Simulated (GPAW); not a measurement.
CsLiCr2Te2S3:

```xyz
9
Lattice="3.3193 1.9164 6.8798 -3.3193 1.9164 6.8798 0.0000 -3.8328 6.8798" Properties=species:S:1:pos:R:3 pbc="T T T"
Cs    0.0000    0.0000    0.0000
Li    0.0000    0.0000   10.3197
Cr    0.0000    0.0000   16.4802
Cr    0.0000    0.0000    4.1593
Te    0.0000    0.0000   14.0328
Te    0.0000    0.0000    6.6067
S    -2.4147    0.0000   10.3197
S     1.2074   -2.0912   10.3197
S     1.2074    2.0912   10.3197
```

The cell was built by a generator and needn't be a form met in nature.

Base run:

```yaml
Program: GPAW 26.7.0
Functional: AM05
Potentials_or_basis: PAW data sets generated in the run's folder for this functional
Cutoff: 800 eV
Basis: pw
k_mesh: 4 × 4 × 4
Occupations: fermi-dirac, width 0.05 eV
Spin: collinear spin, ferromagnetic start
Starting_moments: "[0.0, 0.0, 3.0, 3.0, 0.0, 0.0, 0.0, 0.0, 0.0] μB"
```

Its results: pressure -1.3 GPa; net moment 4.00 μB per cell; site moments Cs -0.00; Li +0.01; Cr +2.20; Te -0.19; S -0.07 μB; largest force 0.302 eV/Å.

Problem. After a change of settings the same cell gave: pressure 0.0 GPa; net moment 4.00 μB per cell; site moments Cs -0.01; Li +0.01; Cr +2.23; Te -0.19; S -0.07 μB; largest force 0.129 eV/Å. Which change was it?
A. functional from AM05 to PW91
B. functional from AM05 to RPBE; potentials or basis from PAW data sets generated in the run's folder for this functional to the program's PAW data sets (release 1.2.1) made for this functional
C. functional from AM05 to PBEsol
D. functional from AM05 to LDA; potentials or basis from PAW data sets generated in the run's folder for this functional to the program's PAW data sets (release 1.2.1) made for this functional

Solution. A.

PW91 binds less tightly than AM05, so the same cell stands under more pressure.

Caveats: only a ferromagnetic start was run, and an antiferromagnetic order may lie lower in energy.

Not every run made on this cell is shown here.
